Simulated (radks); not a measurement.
# Sc³⁺ in [Ar]: an all-electron calculation

The task here is to estimate one member of a computed series from the others.

Method: scalar-relativistic Kohn-Sham, PBEsol, spin-polarised, spherical densities, point nucleus. Code: radks (a radial shooting solver on a logarithmic mesh, Libxc functionals) version 1.

## The system

* element: scandium (Z = 21)
* charge: +3
* electrons: 18
* configuration: [Ar]

Outer shells as boxes (Hund's rule):

Sc³⁺
```
[Ne] core
3s [↑↓]
3p [↑↓][↑↓][↑↓]
```

Set-up of the first run:

Settings of this run:

```text
Z 21
configuration [Ar]
relativity scalar-relativistic
functional pbe_sol,pbe_sol
spin polarised
nucleus point
c 137.035999084
```

Run with:

```sh
python run_ks.py task.json out
```

The same process makes all the runs of this session.

One table of the session follows, with a row left open; its other results are not shown here.

It belongs to the step «Radial structure». From the orbitals of this run (lengths in bohr):

| level | <r> | outermost maximum (interpolated) | 90 % within | nodes |
| --- | --- | --- | --- | --- |
| 1s | 0.07311 | 0.0478 | 0.131 | 0 |
| 2s | ? | ? | ? | ? |
| 2p | 0.3079 | 0.232 | 0.507 | 0 |
| 3s | 1.056 | 0.921 | 1.57 | 2 |
| 3p | 1.129 | 0.957 | 1.72 | 1 |

**Question.** Estimate the row for 2s.

**Answer.** <r>: 0.3439; outermost maximum (interpolated): 0.284; 90 % within: 0.535; nodes: 1. In the column «<r>» it lies between 2p (0.3079) and 3s (1.056).
